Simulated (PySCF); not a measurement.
# PtO(OH)2: structure of the singlet

The task is one start of a wider search on PtO(OH)2: the singlet, from a B3LYP minimum start. It is relaxed, tested by its Hessian and followed downhill if it is a saddle.

Program: PySCF 2.14.0. Level of theory: PBE, basis Pt def2-SVP with ECP60, O def2-SVP, H def2-SVP, scalar-relativistic core potentials, no spin–orbit coupling, density fitting. These are calculated values, not measurements.

### 1 Where the work starts

6 atoms, charge 0, spin multiplicity 1.

Bond lengths: Pt1–O2 1.745 Å, Pt1–O3 1.882 Å, Pt1–O4 1.882 Å, O3–H5 0.974 Å, O4–H6 0.974 Å. Angles: O2–Pt1–O3 116.5°, O2–Pt1–O4 116.5°, O3–Pt1–O4 127.0°, Pt1–O3–H5 109.9°, Pt1–O4–H6 109.9°.

```xyz
6
charge 0 multiplicity 1
Pt   -0.0066   -0.0034    0.0000
O     0.0000   -1.7487    0.0000
O    -0.0161    0.8366   -1.6844
O    -0.0161    0.8366    1.6844
H     0.8959    0.9284   -2.0152
H     0.8959    0.9284    2.0152
```

### 2 Finding the electronic state

The steps below are one call of a driver around PySCF. For each, scf.py gives the equivalent set-up of the SCF; relaxations use the driver's own optimiser. After this first run the driver tries any further starts and a stability analysis.

scf.py

```python
from pyscf import gto, scf, dft
mol = gto.M(atom='''
Pt    -0.006620    -0.003410     0.000000
O      0.000000    -1.748740    -0.000000
O     -0.016100     0.836630    -1.684390
O     -0.016100     0.836630     1.684390
H      0.895890     0.928440    -2.015200
H      0.895890     0.928440     2.015200''',
    basis={'Pt': 'def2-SVP', 'O': 'def2-SVP', 'H': 'def2-SVP'},
    ecp={'Pt': 'def2-SVP'},
    charge=0, spin=0)
mf = dft.RKS(mol, xc='PBE')
mf.grids.atom_grid = (50, 194)
aux = {'Pt': 'def2-universal-JKFIT', 'O': 'def2-universal-JKFIT', 'H': 'def2-universal-JKFIT'}
mf = mf.density_fit(auxbasis=aux)
mf.conv_tol = 1e-08
mf.diis_space = 10
mf.max_cycle = 60
mf.init_guess = 'minao'
mf.verbose = 4
mf.kernel()
```

The run is started by

```bash
$ OMP_NUM_THREADS=2 python axn.py task.json out
```

Log:

```text
init E= -334.526542213427
  HOMO = -0.686679811461396  LUMO = -0.63072318386439  gap/eV = 1.52266
cycle= 1 E= -345.401564132529  delta_E= -10.9  |g|= 1.23  |ddm|= 7.96
  HOMO = 0.0416324672841296  LUMO = 0.049687575145979  gap/eV = 0.21919
cycle= 2 E= -341.304224371455  delta_E=  4.1  |g|= 3.78  |ddm|= 6.79
  HOMO = -0.213207917434332  LUMO = -0.160186673941881  gap/eV = 1.44278
cycle= 3 E= -345.484950447099  delta_E= -4.18  |g|= 1.21  |ddm|= 6.39
  HOMO = -0.205096523555238  LUMO = -0.176043648259731  gap/eV = 0.79057
cycle= 4 E= -345.715870182516  delta_E= -0.231  |g|= 0.611  |ddm|= 1.19
  HOMO = -0.235881327594925  LUMO = -0.180228269244623  gap/eV = 1.51440
cycle= 5 E= -345.62036920422  delta_E= 0.0955  |g|= 0.878  |ddm|= 1.07
  HOMO = -0.192917668892814  LUMO = -0.163818542600797  gap/eV = 0.79183
cycle= 6 E= -345.79014320932  delta_E= -0.17  |g|= 0.118  |ddm|= 0.756
  HOMO = -0.193663853536883  LUMO = -0.162548650349757  gap/eV = 0.84669
cycle= 7 E= -345.792836228181  delta_E= -0.00269  |g|= 0.0339  |ddm|= 0.0978
  HOMO = -0.194233871883466  LUMO = -0.162881466164434  gap/eV = 0.85314
cycle= 8 E= -345.793037207061  delta_E= -0.000201  |g|= 0.00606  |ddm|= 0.0254
  HOMO = -0.193878848122857  LUMO = -0.162654288663494  gap/eV = 0.84966
cycle= 9 E= -345.79304135051  delta_E= -4.14e-06  |g|= 0.00379  |ddm|= 0.00533
  HOMO = -0.193912301261008  LUMO = -0.162646457753289  gap/eV = 0.85079
cycle= 10 E= -345.793044266672  delta_E= -2.92e-06  |g|= 0.000966  |ddm|= 0.00231
  HOMO = -0.193922896795115  LUMO = -0.162636822475423  gap/eV = 0.85134
cycle= 11 E= -345.793044466454  delta_E= -2e-07  |g|= 5.15e-05  |ddm|= 0.000779
  HOMO = -0.193922502264694  LUMO = -0.162637104507424  gap/eV = 0.85132
cycle= 12 E= -345.793044466961  delta_E= -5.07e-10  |g|= 2.24e-05  |ddm|= 6.49e-05
  HOMO = -0.193927432213922  LUMO = -0.162638645449165  gap/eV = 0.85141
Extra cycle  E= -345.793044462178  delta_E= 4.78e-09  |g|= 0.000151  |ddm|= 0.000132
converged SCF energy = -345.793044462178
```

This step, with its further starts and checks, needed 7.7 s of wall time on 2 threads of Arm Neoverse V1, shared host.

No lower closed-shell solution turned up in the test of internal stability.

### 3 Relaxing the singlet from the B3LYP minimum start

The program finds Cs symmetry in the start, which this walk keeps. The walk stops when the largest gradient is under 0.0003 Eh/bohr and the energy has settled too.

scf.py, as its differences from that of step 2:

```diff
@@ -3,6 +3,6 @@
-Pt    -0.006620    -0.003410     0.000000
-O      0.000000    -1.748740    -0.000000
-O     -0.016100     0.836630    -1.684390
-O     -0.016100     0.836630     1.684390
-H      0.895890     0.928440    -2.015200
-H      0.895890     0.928440     2.015200''',
+Pt    -0.006620    -0.003407     0.000000
+O     -0.000000    -1.748737     0.000000
+O     -0.016100     0.836633    -1.684390
+O     -0.016100     0.836633     1.684390
+H      0.895890     0.928443    -2.015200
+H      0.895890     0.928443     2.015200''',
@@ -19 +18,0 @@
-mf.init_guess = 'minao'
```

Steps of the walk:

```tsv
step	energy (Eh)	change (kJ/mol)	largest symmetric gradient (Eh/bohr)
0	-345.793044	0.00	0.01315
1	-345.793264	-0.58	0.00568
2	-345.793453	-1.07	0.00690
3	-345.793544	-1.31	0.00204
4	-345.793553	-1.33	0.00037
5	-345.793556	-1.34	0.00032
6	-345.793557	-1.35	0.00011
```

The walk took 18 s.

Positions (Å) and forces (eV/Å) along the way:

```
step 0
Pt  -0.007  -0.003   0.000   0.141   0.566   0.000
O    0.000  -1.749   0.000  -0.018  -0.676   0.000
O   -0.016   0.837  -1.684  -0.532   0.041  -0.057
O   -0.016   0.837   1.684  -0.532   0.041   0.057
H    0.896   0.928  -2.015   0.470   0.014  -0.094
H    0.896   0.928   2.015   0.470   0.014   0.094
step 1
Pt   0.027  -0.002   0.000  -0.291  -0.251   0.000
O   -0.018  -1.770   0.000   0.124   0.285   0.000
O   -0.025   0.836  -1.692   0.118   0.016  -0.006
O   -0.025   0.836   1.692   0.118   0.016   0.006
H    0.897   0.939  -2.025  -0.035  -0.033   0.022
H    0.897   0.939   2.025  -0.035  -0.033  -0.022
step 3
Pt  -0.006   0.002   0.000   0.025   0.104   0.000
O    0.001  -1.757   0.000   0.001  -0.089   0.000
O   -0.024   0.839  -1.693  -0.024   0.001  -0.022
O   -0.024   0.839   1.693  -0.024   0.001   0.022
H    0.903   0.927  -2.011   0.011  -0.008   0.018
H    0.903   0.927   2.011   0.011  -0.008  -0.018
step 6
Pt  -0.008   0.006   0.000   0.000  -0.005   0.000
O    0.003  -1.756   0.000   0.002   0.006   0.000
O   -0.026   0.838  -1.696   0.001   0.000   0.001
O   -0.026   0.838   1.696   0.001   0.000  -0.001
H    0.905   0.926  -2.006  -0.002  -0.001  -0.002
H    0.905   0.926   2.006  -0.002  -0.001   0.002
```

After 6 steps and 1.3 kJ/mol it ends at Cs: O–H 0.985 Å (×2), Pt–O 1.762 Å, Pt–O 1.889 Å (×2); H–O–Pt 108.2° (×2), O–Pt–O 116.1° (×2), O–Pt–O 127.7°.

### 4 Frequencies

On the finer grid the gradient is checked again; gradients at displacements of ±0.02 bohr then give force constants and infrared intensities.

scf.py, as its differences from that of step 3:

```diff
@@ -3,6 +3,6 @@
-Pt    -0.006620    -0.003407     0.000000
-O     -0.000000    -1.748737     0.000000
-O     -0.016100     0.836633    -1.684390
-O     -0.016100     0.836633     1.684390
-H      0.895890     0.928443    -2.015200
-H      0.895890     0.928443     2.015200''',
+Pt    -0.006050     0.004178     0.000000
+O      0.007732    -1.756531     0.000000
+O     -0.024467     0.829187    -1.699299
+O     -0.024467     0.829187     1.699299
+H      0.906228     0.914529    -2.010033
+H      0.906228     0.914529     2.010033''',
@@ -13 +13 @@
-mf.grids.atom_grid = (50, 194)
+mf.grids.atom_grid = (75, 302)
@@ -16 +16 @@
-mf.conv_tol = 1e-08
+mf.conv_tol = 1e-10
```

The driver hands on the density of the step before, so the log starts near convergence.

SCF at the final geometry:

```text
init E= -345.793559383482
  HOMO = -0.196126339767417  LUMO = -0.166613517999835  gap/eV = 0.80308
cycle= 1 E= -345.793559383457  delta_E= 2.48e-11  |g|= 1.08e-05  |ddm|= 1.26e-05
  HOMO = -0.196128686908505  LUMO = -0.166615117285112  gap/eV = 0.80311
cycle= 2 E= -345.793559382985  delta_E= 4.73e-10  |g|= 4.71e-05  |ddm|= 4.89e-05
  HOMO = -0.196126844258327  LUMO = -0.166614154109464  gap/eV = 0.80308
cycle= 3 E= -345.793559383445  delta_E= -4.6e-10  |g|= 1.38e-05  |ddm|= 4.26e-05
  HOMO = -0.196126996048012  LUMO = -0.166614039279949  gap/eV = 0.80309
cycle= 4 E= -345.79355938348  delta_E= -3.49e-11  |g|= 2.55e-06  |ddm|= 1.11e-05
  HOMO = -0.196126406308984  LUMO = -0.166613713809269  gap/eV = 0.80308
Extra cycle  E= -345.793559383443  delta_E= 3.64e-11  |g|= 1.35e-05  |ddm|= 1.22e-05
converged SCF energy = -345.793559383443
```

The whole step took 81 s.

Geometry: Cs; O–H 0.985 Å (×2), Pt–O 1.761 Å, Pt–O 1.889 Å (×2); H–O–Pt 108.2° (×2), O–Pt–O 115.9° (×2), O–Pt–O 128.2°.

Harmonic modes (main isotopes):

```tsv
symmetry	ω (cm⁻¹)	IR (km/mol)	μ (u)
a'	167	0.8	7.38
a'	211	0.1	8.68
a''	219	1.0	11.55
a''	586	26.6	1.10
a'	623	130	1.12
a'	661	16.2	9.44
a''	672	59.5	10.99
a'	854	49.2	16.03
a''	943	138	1.09
a'	955	41.6	1.11
a''	3585	87.7	1.07
a'	3588	81.4	1.07
```

No imaginary mode, so this is a minimum.

Constants and moments:

```yaml
Dipole_moment: 3.62 D
Highest_occupied_level: -5.34 eV
Lowest_empty_level: -4.53 eV
Rotational_constants: 0.2256, 0.165, 0.09713 cm⁻¹
Zero-point_energy: 78.2 kJ/mol
Principal_polarisabilities: 33.5, 47.3, 51.2 bohr³
Atomisation_energy_without_zero-point_energy: 1983 kJ/mol
Principal_traceless_quadrupole_moments_about_the_centre_of_mass: -8.29, 3.78, 4.51 D Å
Entropy_at_298.15_K_and_1_bar: 319.9 J/(mol K)
Heat_capacity_Cp_at_298.15_K: 78.4 J/(mol K)
Enthalpy_at_298.15_K_above_0_K: 16.25 kJ/mol
Rotational_symmetry_number: 1
```

Populations by atom (charges in e):

| atom | Mulliken | Löwdin | polar tensor | Mayer order to Pt1 |
| --- | --- | --- | --- | --- |
| Pt1 | 0.48 | 0.06 | 0.79 | – |
| O2 | -0.30 | -0.14 | -0.38 | 1.68 |
| O3,4 | -0.31 | -0.08 | -0.47 | 1.05 |
| H5,6 | 0.22 | 0.11 | 0.26 | 0.02 |

Outer orbital energies (eV). occupied: -10.46, -9.47, -9.09, -8.68, -8.13, -7.24, -7.14, -5.34; empty: -4.53, -4.00, -1.29, 0.18.

Mulliken populations on Pt1 (outside its core potential): s 2.81, p 6.39, d 8.26, f 0.06.

### 5 Would spin polarisation lower it?

At the lowest minimum the closed shell is tested against spin polarisation, on the (50, 194) grid. It is stable.

### 6 Results

| quantity | value |
| --- | --- |
| minimum | singlet, Cs |
| geometry | O–H 0.985 Å (×2), Pt–O 1.761 Å, Pt–O 1.889 Å (×2); H–O–Pt 108.2° (×2), O–Pt–O 115.9° (×2), O–Pt–O 128.2° |
| wavenumbers (cm⁻¹) | 167 (a'), 211 (a'), 219 (a''), 586 (a''), 623 (a'), 661 (a'), 672 (a''), 854 (a'), 943 (a''), 955 (a'), 3585 (a''), 3588 (a') |
| dipole moment | 3.62 D |
| highest occupied, lowest empty level | -5.34, -4.53 eV |
| polar-tensor charge of Pt1 | +0.79 e |
| zero-point energy | 78.2 kJ/mol |
| entropy at 298.15 K | 319.9 J/(mol K) |
| atomisation energy (no zero-point energy) | 1983 kJ/mol |

The molecule stays Cs, as typed, and the end point is a minimum. In the infrared the band at 943 cm⁻¹ (a'') leads. Other starts or spin states, not run here, may lie lower. Spin–orbit coupling, left out here, can matter for elements this heavy.

The search up to here needed 1.8 min of wall time on 2 threads of Arm Neoverse V1, shared host.
